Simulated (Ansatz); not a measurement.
**CH₄BF₂NO: a ladder of functionals and wavefunction methods**

How much do the methods differ for CH₄BF₂NO? The plan is to run it at one geometry with functionals of several rungs and with coupled cluster, and see how far each lands from CCSD(T) at the basis-set limit for the atomisation energy.

Computed with Ansatz 0.2.0, Gaussian basis. Level: functionals in def2-TZVPP, the program's frozen cores in correlated methods.

Plan: LDA (SPW92), PBE-D4, revPBE-D4, BLYP-D4, r2SCAN-D4, B97M-V, PBE0-D4, B3LYP-D4, r2SCANh-D4, r2SCAN0-D4, HSE06-D4, BHLYP-D4, CAM-B3LYP-D4, LC-ωPBE, ωB97X-V, ωB97M-V, B2PLYP, PBE-QIDH; CCSD(T)/def2-SVP; CCSD(T)/def2-TZVPP; MP2/def2-QZVPP; extrapolation to the limit; RPA on PBE.

### Step 1. The geometry

All runs share one geometry, relaxed beforehand with PBE0-D4 in a triple-zeta def2 set.

10 atoms, charge 0, spin multiplicity 1.

Atoms are counted from 1 here; the program's logs count them from 0.

Bond lengths: N1–C2 1.303 Å, N1–H7 1.014 Å, N1–H8 1.010 Å, C2–O3 1.303 Å, C2–B5 1.658 Å, O3–H9 0.969 Å, F4–B5 1.383 Å, B5–F6 1.416 Å, B5–H10 1.224 Å. Angles: C2–N1–H7 114.5°, C2–N1–H8 125.7°, H7–N1–H8 119.8°, N1–C2–O3 120.6°, N1–C2–B5 117.7°, O3–C2–B5 121.5°, C2–O3–H9 113.9°, C2–B5–F4 109.0°, C2–B5–F6 103.2°, C2–B5–H10 105.5°, F4–B5–F6 112.2°, F4–B5–H10 114.2°, F6–B5–H10 111.9°.

### Step 2. LDA

This LDA is Slater exchange with PW92 correlation.

Contents of in.yaml:

```yaml
crystal:
  periodic: [false, false, false]
  atoms:
    - {symbol: N, position_ang: [-0.203291, -1.246618, -0.302411]}
    - {symbol: C, position_ang: [0.087444, -0.165499, 0.365172]}
    - {symbol: O, position_ang: [0.485994, -0.236662, 1.603485]}
    - {symbol: F, position_ang: [-0.790274, 2.152329, 0.273381]}
    - {symbol: B, position_ang: [0.013413, 1.281362, -0.440314]}
    - {symbol: F, position_ang: [-0.556023, 0.927515, -1.687465]}
    - {symbol: H, position_ang: [-0.519798, -1.082357, -1.251401]}
    - {symbol: H, position_ang: [-0.141386, -2.191210, 0.050141]}
    - {symbol: H, position_ang: [0.532420, -1.140288, 1.949226]}
    - {symbol: H, position_ang: [1.174700, 1.650230, -0.556915]}
basis:
  gaussian: {orbitals: def2-TZVPP}
hamiltonian: {xc: lda}
output: {orbitals: {seedname: orbitals}}
```

Further steps of the session: PBE-D4 (GGA); revPBE-D4 (GGA); BLYP-D4 (GGA); r2SCAN-D4 (meta-GGA); B97M-V (meta-GGA); PBE0-D4 (hybrid); B3LYP-D4 (hybrid); r2SCANh-D4 (hybrid); r2SCAN0-D4 (hybrid); HSE06-D4 (hybrid); BHLYP-D4 (hybrid); CAM-B3LYP-D4 (range-separated); LC-ωPBE (range-separated); ωB97X-V (range-separated); ωB97M-V (range-separated); B2PLYP (double hybrid); PBE-QIDH (double hybrid); CCSD(T) in def2-SVP; CCSD(T) in def2-TZVPP; MP2 in def2-QZVPP; RPA on PBE orbitals.

**Question.** What will the summary of the whole plan be? Wanted: atomisation energy, CCSD(T)/CBS; farthest beyond LDA; mean size of error, GGA; mean size of error, meta-GGA; mean size of error, hybrid; mean size of error, range-separated; mean size of error, double hybrid; gap, smallest and largest; T1 diagnostic.

**Answer**, as computed:

```
                               quantity                                             value
        atomisation energy, CCSD(T)/CBS                                         41.786 eV
    functionals within 0.209 eV (0.5 %)  revPBE-D4, B97M-V, B3LYP-D4, r2SCANh-D4, ωB97X-V
                    farthest beyond LDA                              BHLYP-D4 (-1.674 eV)
                mean size of error, GGA                                          0.746 eV
           mean size of error, meta-GGA                                          0.188 eV
             mean size of error, hybrid                                          0.542 eV
    mean size of error, range-separated                                          0.324 eV
      mean size of error, double hybrid                                          0.262 eV
              gap, smallest and largest         3.59 eV (LDA (SPW92)), 11.58 eV (LC-ωPBE)
                          T1 diagnostic                                            0.0138
triples share of the correlation energy                                             3.4 %
```

The LDA atomisation energy is off by 7.658 eV (18 %): it overbinds. PBE-D4 is off by +1.587 eV. Double hybrids carry the basis error of their MP2 part in triple zeta, and no dispersion term here, so their miss is partly the set-up's. Taken by rung, meta-GGA functionals do best (0.188 eV on average) and GGA ones worst beyond LDA (0.746 eV). The gap between the best rungs is small, so their order is not settled. Misses under about 0.209 eV are within the doubt on the reference itself, which lacks core-valence correlation, relativity and higher excitations. Hartree-Fock recovers 70 % of the binding; the rest is correlation. CCSD(T) in def2-SVP is off by -2.124 eV, which most functionals beat. Orbital gaps span 3.6 to 11.6 eV; exact exchange widens them.
